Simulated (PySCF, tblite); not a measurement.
# C3H10B2N radical: geometry, infrared bands and EPR parameters

Aim: predict the infrared bands and EPR parameters of C3H10B2N radical (`CBCB[N]C`).

The runs use tblite 0.8.0 and PySCF 2.14.0, with density-fitted response routines of our own; the level of theory stands in each step. All values are computed, except where a source is named. Atoms count from 0, in the outputs and in this text.

### 1 The molecule as given

16 atoms, charge 0, multiplicity 2; geometry from: force field or distance geometry start.

Bonds of the start (Å): C0–B1 1.61, B1–C2 1.58, C2–B3 1.58, B3–N4 1.52, N4–C5 1.47, C0–H6 1.10, C0–H7 1.12, C0–H8 1.11, B1–H9 1.17, C2–H10 1.12, C2–H11 1.11, B3–H12 1.21, C5–H13 1.10, C5–H14 1.12, C5–H15 1.09.

### 2 Relaxing the molecule with GFN2-xTB

What the job is given:

```
{"job": {"kind": "relax", "xc": "GFN2-xTB", "basis": "xTB"}, "charge": 0, "multiplicity": 2}
C      2.784000    -0.120300     0.364200
B      1.389200     0.510400    -0.140500
C      0.206000    -0.531700    -0.300900
B     -0.720400    -0.504000     0.973200
N     -1.724500     0.609100     1.221700
C     -2.758200     0.621700     0.175800
H      3.579800     0.630600     0.302000
H      2.616200    -0.486400     1.409800
H      2.944300    -1.017100    -0.262300
H      1.281400     1.660400    -0.306400
H     -0.347700    -0.236400    -1.230000
H      0.597800    -1.561300    -0.421200
H     -0.884100    -1.534600     1.576700
H     -3.715900     0.627300     0.710500
H     -2.617800     1.599000    -0.360800
H     -2.637600    -0.257900    -0.455700
```

The run is started by

```bash
> OMP_NUM_THREADS=1 python probes_run.py task.json out
```

The driver reads the jobs from task.json and runs them one after another.

**Question.** This job is followed by: GFN2-xTB harmonic vibrations, gas phase; UKS B3LYP, pcH-1 on B C H N, non-relativistic, mean-field spin-orbit, GIAO. What will the session give for the following? strongest single infrared mode (GFN2-xTB); zero-point energy (GFN2-xTB); g(iso) (B3LYP); ⟨S²⟩; largest a(iso) (averaged by class); potential on the surface of density 0.002 e/bohr³, 1st and 99th percentile.

As calculated:

```
                                                                  quantity                  value
                                 strongest single infrared mode (GFN2-xTB)  1198 cm⁻¹, 292 km/mol
                                              zero-point energy (GFN2-xTB)          79.9 kcal/mol
                                                            g(iso) (B3LYP)                2.00343
                                                                      ⟨S²⟩     0.757 (exact 0.75)
                                        largest a(iso) (averaged by class)   1H on H12, 172.4 MHz
potential on the surface of density 0.002 e/bohr³, 1st and 99th percentile     -0.52 V and 1.02 V
```

The optimisation took 133 steps and gained 1.513 eV; among the close pairs (by a distance rule), B3–N4 changed most, from 1.520 to 1.307 Å. The lowest mode is imaginary (36i cm⁻¹), so the xTB geometry is not a minimum: the zero-point energy counts the real modes alone, and all values at this geometry belong to a saddle point. The strongest single mode, at 1198 cm⁻¹, moves mainly B1. GFN2-xTB is a fitted tight-binding method: band positions and strengths are rough. Its intensities can rank the bands wrongly. N4 carries the largest spin population, 0.80 e. The isotropic g lies 1.1 ppt above the free-electron value. These values are for one conformer; the search (at its own cheap level) found 2 more, at 0.00, 0.10 kcal/mol (those within 0.05 may be mirror or relabelled copies), and measured spectra average over such forms.
